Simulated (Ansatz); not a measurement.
# (H2Ga-mu-F)2 (Ga2H4F2): a spread of methods and bases

How do the results and run time of (H2Ga-mu-F)2 (Ga2H4F2) respond when the settings are drawn wide?

Method: the settings change from run to run; program: Ansatz 0.2.0, Gaussian basis.

## (1) The relaxed structure

The geometry comes from an earlier relaxation with PBE0-D4/def2-SVP; it is a stationary point, not always the lowest conformer.

8 atoms, charge 0, spin multiplicity 1.

Atoms are counted from 1 here; the program's logs count them from 0.

Bond lengths: Ga1–H2 1.554 Å, Ga1–H3 1.554 Å, Ga1–F4 1.945 Å, Ga1–F8 1.944 Å, F4–Ga5 1.944 Å, Ga5–H6 1.554 Å, Ga5–H7 1.554 Å, Ga5–F8 1.945 Å. Angles: H2–Ga1–H3 135.1°, H2–Ga1–F4 107.2°, H2–Ga1–F8 107.2°, H3–Ga1–F4 107.2°, H3–Ga1–F8 107.2°, F4–Ga1–F8 78.9°, Ga1–F4–Ga5 101.1°, F4–Ga5–H6 107.2°, F4–Ga5–H7 107.2°, F4–Ga5–F8 78.9°, H6–Ga5–H7 135.1°, H6–Ga5–F8 107.2°, H7–Ga5–F8 107.2°, Ga1–F8–Ga5 101.1°.

As a file:

```xyz
8
charge 0, multiplicity 1
Ga    0.83363   -1.08573    0.61747
H     1.88514   -1.65939   -0.37289
H     0.44309   -1.37117    2.09443
F     0.81688    0.84438    0.38158
Ga   -0.83363    1.08573   -0.61748
H    -1.88705    1.66322    0.36853
H    -0.43879    1.36684   -2.09416
F    -0.81928   -0.84387   -0.37748
```

## (2) revPBE0/6-31G

Options: coordinates scaled by 0.92, relativity set to none, high accuracy.

The input, in.yaml:

```yaml
crystal:
  periodic: [false, false, false]
  atoms:
    - {symbol: Ga, position_ang: [0.766938, -0.998868, 0.568069]}
    - {symbol: H, position_ang: [1.734324, -1.526640, -0.343056]}
    - {symbol: H, position_ang: [0.407639, -1.261478, 1.926875]}
    - {symbol: F, position_ang: [0.751534, 0.776832, 0.351054]}
    - {symbol: Ga, position_ang: [-0.766939, 0.998873, -0.568084]}
    - {symbol: H, position_ang: [-1.736087, 1.530158, 0.339046]}
    - {symbol: H, position_ang: [-0.403684, 1.257492, -1.926631]}
    - {symbol: F, position_ang: [-0.753734, -0.776359, -0.347282]}
basis:
  gaussian: {orbitals: 6-31G}
hamiltonian: {xc: {name: revPBE0}, pseudopotentials: {relativity: none}}
accuracy: high
scf: {omitted_lower_state_checks: [starts]}
output: {forces: true}
```

The run is started by

```bash
$ ansatz run in.yaml --threads 4 --pin off --events-out ev --progress --plain --max-ram 3916MiB
```

The log of the run, cut to the lines that bear on the results:

```text
Functional definition: revPBE0
  name "revPBE0"
  cite "Zhang & Yang, Phys. Rev. Lett. 80, 890 (1998) doi:10.1103/PhysRevLett.80.890"
  cite "Adamo & Barone, J. Chem. Phys. 110, 6158 (1999) doi:10.1063/1.478522"
  cite "Perdew, Burke & Ernzerhof, Phys. Rev. Lett. 77, 3865 (1996) doi:10.1103/PhysRevLett.77.3865"
[...]
1720 factors; integrals over basis functions are off by at most 6.7e-9 eV
[...]
mean field -110226.93749076 eV, -4050.7652382836 hartree, gradient 2.8e-8 eV, S^2 0.000000; 0 other end points of the search recorded, 0 dependent functions left out
[...]
reference -110226.93749609 eV, -4050.7652384795 hartree; 42, 42 occupied and 42, 42 virtual orbitals, 1720 factors
Total energy: -110226.93749609 eV, -4050.7652384795 hartree
Atom 0 at     0.766938    -0.998868     0.568069 Å, force     1.885623    -2.451133     1.392894 eV/Å
Atom 1 at     1.734324    -1.526640    -0.343056 Å, force     1.703631    -0.994105    -1.461034 eV/Å
Atom 2 at     0.407639    -1.261478     1.926875 Å, force    -0.515777    -0.550305     2.335850 eV/Å
Atom 3 at     0.751534     0.776832     0.351054 Å, force     2.542631     2.624577     1.187419 eV/Å
Atom 4 at    -0.766939     0.998873    -0.568084 Å, force    -1.882555     2.450828    -1.397342 eV/Å
Atom 5 at    -1.736087     1.530158     0.339046 Å, force    -1.706292     0.999763     1.454237 eV/Å
Atom 6 at    -0.403684     1.257492    -1.926631 Å, force     0.522495     0.543949    -2.336233 eV/Å
Atom 7 at    -0.753734    -0.776359    -0.347282 Å, force    -2.549757    -2.623574    -1.175790 eV/Å
Dipole moment:     0.000140    -0.000035    -0.000268 e Å
Checks for a lower state left out: starts
```

It took 4.1 s on 4 threads of Arm Neoverse V2, shared host.

Largest force 3.843 eV/Å, dipole 0.00 D.

## (3) r2SCANh/ANO-RCC-VTZP

This run has D3(BJ) dispersion.

The input, in.yaml:

```yaml
crystal:
  periodic: [false, false, false]
  atoms:
    - {symbol: Ga, position_ang: [0.833628, -1.085726, 0.617466]}
    - {symbol: H, position_ang: [1.885135, -1.659391, -0.372887]}
    - {symbol: H, position_ang: [0.443086, -1.371172, 2.094429]}
    - {symbol: F, position_ang: [0.816885, 0.844382, 0.381581]}
    - {symbol: Ga, position_ang: [-0.833629, 1.085732, -0.617483]}
    - {symbol: H, position_ang: [-1.887051, 1.663215, 0.368529]}
    - {symbol: H, position_ang: [-0.438787, 1.366839, -2.094165]}
    - {symbol: F, position_ang: [-0.819276, -0.843869, -0.377481]}
basis:
  gaussian: {orbitals: ANO-RCC-VTZP}
hamiltonian: {xc: {name: r2SCANh}, dispersion: d3bj}
scf: {omitted_lower_state_checks: [starts]}
output: {forces: true}
```

Same command.

The log of the run, cut to the lines that bear on the results:

```text
Warning: the engine holds no damping parameters fitted to this dispersion correction and functional, so the run takes those fitted to r2scanh beside the three-body term, which d3bj leaves out (hamiltonian.dispersion, under Limitations)
Functional definition: r2SCANh
  name "r2SCANh"
  cite "Bursch, Neugebauer, Ehlert & Grimme, J. Chem. Phys. 156, 134105 (2022) doi:10.1063/5.0086040"
  cite "Furness, Kaplan, Ning, Perdew & Sun, J. Phys. Chem. Lett. 11, 8208 (2020) doi:10.1021/acs.jpclett.0c02405"
  cite "Furness, Kaplan, Ning, Perdew & Sun, J. Phys. Chem. Lett. 11, 9248 (2020) doi:10.1021/acs.jpclett.0c03077"
  parent r2scan
[...]
1614 factors; their error is unknown
[...]
mean field -111296.61439960 eV, -4090.0751396306 hartree, gradient 2.2e-5 eV, S^2 0.000000; 0 other end points of the search recorded, 0 dependent functions left out
[...]
reference -111296.61442724 eV, -4090.0751406462 hartree; 42, 42 occupied and 160, 160 virtual orbitals, 1614 factors
Total energy: -111296.65248756 eV, -4090.0765393373 hartree
Relativity: scalar
Atom 0 at     0.833628    -1.085726     0.617466 Å, force     0.066018    -0.084601     0.048306 eV/Å
Atom 1 at     1.885135    -1.659391    -0.372887 Å, force    -0.279907     0.165018     0.236045 eV/Å
Atom 2 at     0.443086    -1.371172     2.094429 Å, force     0.080963     0.093210    -0.382112 eV/Å
Atom 3 at     0.816885     0.844382     0.381581 Å, force    -0.061735    -0.064744    -0.029292 eV/Å
Atom 4 at    -0.833629     1.085732    -0.617483 Å, force    -0.065515     0.084594    -0.048734 eV/Å
Atom 5 at    -1.887051     1.663215     0.368529 Å, force     0.280412    -0.166266    -0.234341 eV/Å
Atom 6 at    -0.438787     1.366839    -2.094165 Å, force    -0.082488    -0.091633     0.382008 eV/Å
Atom 7 at    -0.819276    -0.843869    -0.377481 Å, force     0.062252     0.064420     0.028119 eV/Å
Dipole moment:     0.000204    -0.000049    -0.000383 e Å
Checks for a lower state left out: starts
```

Wall time 13 s (4 threads of Arm Neoverse V2, shared host); peak memory 0.86 GiB.

Largest force 0.402 eV/Å, dipole 0.00 D.

## (4) B97M-V/def2-TZVP

in.yaml, as its differences from that of step 3:

```diff
@@ -12,5 +12,4 @@
 basis:
-  gaussian: {orbitals: ANO-RCC-VTZP}
-hamiltonian: {xc: {name: r2SCANh}, dispersion: d3bj}
-scf: {omitted_lower_state_checks: [starts]}
+  gaussian: {orbitals: def2-TZVP}
+hamiltonian: {xc: {name: B97M-V}}
 output: {forces: true}
```

Launched as before.

The log of the run, cut to the lines that bear on the results:

```text
Functional definition: B97M-V
  name "B97M-V"
  cite "Mardirossian & Head-Gordon, J. Chem. Phys. 142, 074111 (2015) doi:10.1063/1.4907719"
  cite "Becke, J. Chem. Phys. 107, 8554 (1997) doi:10.1063/1.475007"
  cite "Vydrov & Van Voorhis, J. Chem. Phys. 133, 244103 (2010) doi:10.1063/1.3521275"
  # Of w^i u^j: cxij and so on, Table III.
[...]
  gx(w, u) = cx00 + cx01*u + cx02*u^2 + (cx10 + cx11*u)*w
  gss(w, u) = css00 + css02*u^2 + css10*w + (css32*w^3 + css42*w^4)*u^2
  gos(w, u) = cos00 + cos01*u + cos03*u^3 + cos10*w + cos32*w^3*u^2
[...]
      + integral(e_c_pw_mod_opposite_spin*gos(b97_w_opposite, b97_u_opposite)) + vv10(b, c)
1224 factors; their error is unknown
[...]
mean field -110238.73079777 eV, -4051.1986343224 hartree, gradient 4.6e-5 eV, S^2 0.000000; 0 other end points of the search recorded, 0 dependent functions left out
[...]
reference -110238.73086636 eV, -4051.1986368431 hartree; 42, 42 occupied and 140, 140 virtual orbitals, 1224 factors
Total energy: -110238.73086636 eV, -4051.1986368431 hartree
Atom 0 at     0.833628    -1.085726     0.617466 Å, force    -0.105708     0.138630    -0.078056 eV/Å
Atom 1 at     1.885135    -1.659391    -0.372887 Å, force    -0.008693     0.003048     0.011742 eV/Å
Atom 2 at     0.443086    -1.371172     2.094429 Å, force     0.005660     0.000491    -0.013517 eV/Å
Atom 3 at     0.816885     0.844382     0.381581 Å, force    -0.063307    -0.066420    -0.030035 eV/Å
Atom 4 at    -0.833629     1.085732    -0.617483 Å, force     0.105535    -0.138494     0.078792 eV/Å
Atom 5 at    -1.887051     1.663215     0.368529 Å, force     0.008770    -0.003378    -0.011156 eV/Å
Atom 6 at    -0.438787     1.366839    -2.094165 Å, force    -0.006100     0.000029     0.013398 eV/Å
Atom 7 at    -0.819276    -0.843869    -0.377481 Å, force     0.063843     0.066094     0.028832 eV/Å
Dipole moment:     0.000092    -0.000024    -0.000191 e Å
```

It took 7.5 s on 4 threads of Arm Neoverse V2, shared host.

Largest force 0.191 eV/Å, dipole 0.00 D.

## (5) HF/def2-TZVP

This run has atoms shaken by 0.03 Å, the search for lower states set to off.

The input, in.yaml:

```yaml
crystal:
  periodic: [false, false, false]
  atoms:
    - {symbol: Ga, position_ang: [0.810677, -1.045063, 0.648553]}
    - {symbol: H, position_ang: [1.920298, -1.644457, -0.391635]}
    - {symbol: H, position_ang: [0.452273, -1.341722, 2.076295]}
    - {symbol: F, position_ang: [0.832337, 0.845888, 0.334940]}
    - {symbol: Ga, position_ang: [-0.750329, 1.124036, -0.606295]}
    - {symbol: H, position_ang: [-1.903633, 1.684927, 0.341535]}
    - {symbol: H, position_ang: [-0.440896, 1.352196, -2.091963]}
    - {symbol: F, position_ang: [-0.771891, -0.819627, -0.360234]}
basis:
  gaussian: {orbitals: def2-TZVP}
hamiltonian: {xc: {name: HF}}
scf: {lower_state_search: off}
output: {forces: true}
```

The command is unchanged.

The log of the run, cut to the lines that bear on the results:

```text
Functional definition: HF
  name "HF"
  cite "Fock, Z. Phys. 61, 126 (1930) doi:10.1007/BF01340294"
  parent pbe
[...]
1534 factors; their error is unknown
[...]
mean field -110149.20627809 eV, -4047.9086689060 hartree, gradient 2.9e-6 eV, S^2 0.000000; 0 other end points of the search recorded, 0 dependent functions left out
[...]
reference -110149.20627809 eV, -4047.9086689060 hartree; 42, 42 occupied and 140, 140 virtual orbitals, 1534 factors
Total energy: -110149.20627809 eV, -4047.9086689060 hartree
Atom 0 at     0.810677    -1.045063     0.648553 Å, force     1.157442    -0.618278    -1.641996 eV/Å
Atom 1 at     1.920298    -1.644457    -0.391635 Å, force    -0.616357     0.298031     0.743457 eV/Å
Atom 2 at     0.452273    -1.341722     2.076295 Å, force    -0.187715    -0.159234     0.978990 eV/Å
Atom 3 at     0.832337     0.845888     0.334940 Å, force     0.415480     0.259295     0.405999 eV/Å
Atom 4 at    -0.750329     1.124036    -0.606295 Å, force    -1.174581    -0.079325     0.162570 eV/Å
Atom 5 at    -1.903633     1.684927     0.341535 Å, force     0.465221    -0.085279    -0.246301 eV/Å
Atom 6 at    -0.440896     1.352196    -2.091963 Å, force     0.129345     0.183739    -0.377757 eV/Å
Atom 7 at    -0.771891    -0.819627    -0.360234 Å, force    -0.188836     0.201051    -0.024960 eV/Å
Dipole moment:     0.025853     0.076346     0.090950 e Å
Checks for a lower state left out: stability, starts, cluster_reference, orbital_swaps, neighbouring_geometries, increment
```

Wall time 2.2 s (4 threads of Arm Neoverse V2, shared host); peak memory 0.59 GiB.

Largest force 2.102 eV/Å, dipole 0.58 D.

## (6) The runs in one table

```csv
level,charge,multiplicity,geometry,functions,energy (eV),time
revPBE0/6-31G,0,1,scaled,84,-110226.937,4.1 s
r2SCANh/ANO-RCC-VTZP,0,1,relaxed,202,-111296.652,13 s
B97M-V/def2-TZVP,0,1,relaxed,182,-110238.731,7.5 s
HF/def2-TZVP,0,1,shaken,182,-110149.206,2.2 s
```

## (7) Outcome

| quantity | value |
| --- | --- |
| runs | 4 |
| quickest | HF/def2-TZVP, 2.2 s |
| slowest | r2SCANh/ANO-RCC-VTZP, 13 s |
| spread of total energies, same state and geometry | 1057.9 eV |
| dipole, same state and geometry | 0.00 to 0.00 D |

r2SCANh/ANO-RCC-VTZP took 6 times as long as HF/def2-TZVP. The jobs differ in tasks and options as well as level. Total energies at one charge and spin differ by 1058 eV between levels, so only differences within one level mean anything. Some of these runs are scalar-relativistic and others not, which shifts the totals of all-electron atoms past neon by several eV an atom and more; core potentials, where a basis has them, take the core out of the total altogether. At the PBE0-D4/def2-SVP geometry and in the same state, the sound runs without point charges leave forces up to 0.40 eV/Å (r2SCANh/ANO-RCC-VTZP), against 3.8 eV/Å where the atoms were moved.
